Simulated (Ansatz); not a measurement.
Task: a comparison of functionals at one structure of NaSn2Pd3, space group P6mm, with Ansatz 0.2.0, Python API. Give the script and its output. Level of theory (first run): PBEsol, PAW, cutoff 500 eV, 3×3×3 k-points, Gaussian smearing of 0.15 eV. The script varies functional: pbesol, r2scan, blyp.

```xyz
6
Lattice="5.7711 0.0000 0.0000 -2.8856 4.9979 0.0000 0.0000 0.0000 4.2624" Properties=species:S:1:pos:R:3 pbc="T T T"
Na    0.0000    0.0000    0.8211
Sn    2.8856    1.6660    2.1148
Sn    0.0000    3.3320    2.1148
Pd   -1.4428    2.4990    4.2412
Pd    2.8856    0.0000    4.2412
Pd    1.4428    2.4990    4.2412
```

Script `run_xc.py`:
```python
"""One structure of NaSn2Pd3 under several functionals."""

import ansatz as az

ECUT = 500
MESH = (3, 3, 3)
WIDTH_EV = 0.15
MAX_ITERATIONS = 150


def main() -> None:
    crystal = (
        az.Lattice.of((5.77111464, 0.0, 0.0), (-2.88555732, 4.99793189, 0.0), (0.0, 0.0, 4.26243922))
        .atom("Na", (0.0, 0.0, 0.19263026))
        .atom("Sn", (2 / 3, 1 / 3, 0.49614772))
        .atom("Sn", (1 / 3, 2 / 3, 0.49614772))
        .atom("Pd", (0.0, 0.5, 0.9950231))
        .atom("Pd", (0.5, 0.0, 0.9950231))
        .atom("Pd", (0.5, 0.5, 0.9950231))
    )

    job = crystal.calculation()
    job = job.basis(ECUT).accuracy("low")
    job = job.kpoints(*MESH)
    job = job.occupations(az.OccupationsMethod.GAUSSIAN, width=WIDTH_EV).scf(max_iterations=MAX_ITERATIONS)
    job = job.stress()

    rows = []
    for value in ["pbesol", "r2scan", "blyp"]:
        summary = job.functional(value).run().report
        rows.append((value, summary["free_energy_ev"] / len(summary["lattice"]["sites"]), summary["n_iterations"], sum(summary["stress_gpa"][i][i] for i in range(3)) / 3, summary["n_kpoints"]))

    print("  functional   F/atom (eV)    iterations       P (GPa)      k-points")
    for row in rows:
        print(f"{str(row[0]):>12s}  {row[1]:12.5f}  {row[2]:12d}  {row[3]:12.3f}  {row[4]:12d}")


if __name__ == "__main__":
    main()
```

Running `python run_xc.py` prints:
```text
  functional   F/atom (eV)    iterations       P (GPa)      k-points
      pbesol   -5683.03366             7        -1.814             6
      r2scan   -5754.34355             7        -0.205             6
        blyp   -5755.97714             7         7.765             6
```

From lowest to highest: PBEsol (-1.8 GPa), r2SCAN (-0.2 GPa) and BLYP (7.8 GPa). At a fixed cell a lower pressure usually means a smaller equilibrium volume, so PBEsol prefers the smallest cell and BLYP the largest.

What to keep in mind:
- Spin is left out of this run.
- BLYP and dispersion corrections can be off by several per cent in the lattices of metals, and by several GPa in the pressure at a fixed cell.
- For a metal this k-point mesh is coarse: on a finer one energies can move by several to tens of meV an atom and pressures by half a GPa or more, differences at one mesh by less.
- Pressure is positive in compression.
- The structure comes from a database of computed cells and needn't be a stable or known phase.
- Total energies of different functionals can't be compared; pressures, moments and gaps at this one structure can.
- Hardware and time: 20 s on 1 thread of Arm Neoverse V1 (shared host), peak memory 0.54 GiB.
